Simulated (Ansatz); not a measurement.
# In4Sb3As: the cost of one run

Method: DFT PBE, scalar-relativistic, plane waves, PAW, unless a step names another level, in Ansatz 0.2.0.

1 further run of the same task is left out (set aside as unsound or not needed). Runs told in other sessions of the task aren't counted.

## 1. The structure to begin with

The structure is tetragonal, space group P-4m2 (No. 115). The conventional cell has a = 4.617 Å, b = 4.617 Å, c = 13.030 Å, α = 90.00°, β = 90.00°, γ = 90.00°. In (site symmetry 2mm) has 4 Sb at 2.85 to 2.86 Å in its first shell of neighbours. In (site symmetry 2mm) has 2 As at 2.74 Å and 2 Sb at 2.86 Å in its first shell of neighbours. Sb (site symmetry -4m2) is surrounded by 4 In at 2.86 Å. Around Sb (site symmetry 2mm) lie 4 In at 2.85 to 2.86 Å. Around As (site symmetry -4m2) lie 4 In at 2.74 Å.

Coordinates:

```xyz
8
Lattice="4.6167 0.0000 0.0000 0.0000 4.6167 0.0000 0.0000 0.0000 13.0296" Properties=species:S:1:pos:R:3 pbc="T T T"
In    2.3083    0.0000   11.3447
In    0.0000    2.3083    1.6849
In    2.3083    0.0000    5.0465
In    0.0000    2.3083    7.9831
Sb    0.0000    0.0000    0.0000
Sb    2.3083    2.3083    3.3647
Sb    2.3083    2.3083    9.6649
As    0.0000    0.0000    6.5148
```

The cell was relaxed beforehand at this level, from a generated guess; it needn't be the stable form of this composition. At a tolerance of 0.05 Å it has space group P-4m2 (No. 115); it has 34.71 Å³/atom, an uncorrected energy of -0.14 eV/atom over the elements.

## 2. Static run: bands, density of states and charges

Contents of input.yaml:

```yaml
crystal:
  lattice:
    - [4.6166896814, 0.0, 0.0]
    - [0.0, 4.6166896814, 0.0]
    - [0.0, 0.0, 13.029605957]
  atoms:
    - { symbol: In, position: [0.5, 0.0, 0.8706841908] }
    - { symbol: In, position: [0.0, 0.5, 0.1293158092] }
    - { symbol: In, position: [0.5, 0.0, 0.38730839] }
    - { symbol: In, position: [0.0, 0.5, 0.61269161] }
    - { symbol: Sb, position: [0.0, 0.0, 0.0] }
    - { symbol: Sb, position: [0.5, 0.5, 0.2582340561] }
    - { symbol: Sb, position: [0.5, 0.5, 0.7417659439] }
    - { symbol: As, position: [0.0, 0.0, 0.5] }
basis:
  ecutwfc: 420
kpoints:
  mp_grid: { grid: [8, 8, 4] }
  band_path:
    path:
      - [[0.0, 0.0, 0.0], [0.0, 0.5, 0.0], [0.5, 0.5, 0.0], [0.0, 0.0, 0.0], [0.0, 0.0, 0.5], [0.0, 0.5, 0.5], [0.5, 0.5, 0.5], [0.0, 0.0, 0.5]]
      - [[0.0, 0.5, 0.0], [0.0, 0.5, 0.5]]
      - [[0.5, 0.5, 0.0], [0.5, 0.5, 0.5]]
    npoints: 14
hamiltonian:
  xc: pbe
scf:
  occupations: { method: gaussian, width: 0.1 }
  n_extra_bands: 20
output:
  forces: true
  stress: true
  eigenvalues: true
  populations: true
  dos: { projected: true, de: 0.02, nscf_kmesh: { grid: [10, 10, 5] } }
  bader: true
  write_density: true
  write_potential: true
  elf: true
  volumetric_format: npy
```

The run is started by

```sh
$ ansatz run input.yaml --threads 1 --pin off --max-ram 2560MiB --backend cpu --events-out ev --progress --plain --runs-dir out
```

**Question.** How long does this run take on 1 thread of Intel Xeon at 2.50GHz (Skylake/Cascade Lake), shared host, and how much memory does it need?

About 12 min, with a peak of 1.7 GiB.
